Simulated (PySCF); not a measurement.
# BSb: from the state search to spectroscopic constants

The task here is to estimate one member of a computed series from the others.

Computed with PySCF 2.14.0. Level: B aug-cc-pVDZ, Sb aug-cc-pVDZ-PP with ECP28, scalar-relativistic core potentials.

The first run:

Settings of the job:

- atoms: B, Sb
- charge: 0
- basis: B aug-cc-pVDZ, Sb aug-cc-pVDZ-PP with ECP28
- Hamiltonian: scalar-relativistic core potentials
- basis functions: 55
- electrons treated: 28
- masses in u: 11.0093, 120.9038
- levels: PBE0, PBE, r²SCAN, B2PLYP, revPBE, r²SCAN0, HF, MP2, SCS-MP2, CCSD, CCSD(T)
- grid: 80 radial by 434 angular points
- occupations: held fixed by the projection of orbital angular momentum
- dissociation limit: B + Sb, each in its ground configuration
- starting distance in angstrom: 2.180
- values of 2S to try: 0, 2, 4

Started as:

```sh
$ OMP_NUM_THREADS=1 python dia.py task.json out
```

Steps of the session up to this table: Input; PBE0 along the bond; Other states along the same grid; PBE; r²SCAN (meta-GGA); B2PLYP (double hybrid); revPBE (GGA); r²SCAN0 (hybrid meta-GGA); ROHF (mean field); Adding correlation.

One of the session's tables, all rows but one given; the rest of the session is left out.

Differences from CCSD(T) in the same basis:

```
       level  Re (mÅ)  ωe (%)
        ROHF      -52   +11.0
    ROHF-MP2      -29   +11.5
ROHF-SCS-MP2      -21    +8.2
   ROHF-CCSD      -14    +2.5
         PBE        ?       ?
      revPBE      -11    +1.3
      r²SCAN      -36    +7.1
        PBE0      -41    +7.5
     r²SCAN0      -48    +9.6
      B2PLYP      -23    +3.6
```

**Question.** Estimate the row for PBE.

**Answer.** Re (mÅ): -20; ωe (%): +2.9. In the column «Re (mÅ)» it lies between ROHF-SCS-MP2 (-21) and ROHF-CCSD (-14).

Hartree–Fock makes the bond too short and too stiff against this reference, as it mostly does. CCSD(T) in a basis this small is itself some way from its limit, more so than the functionals.
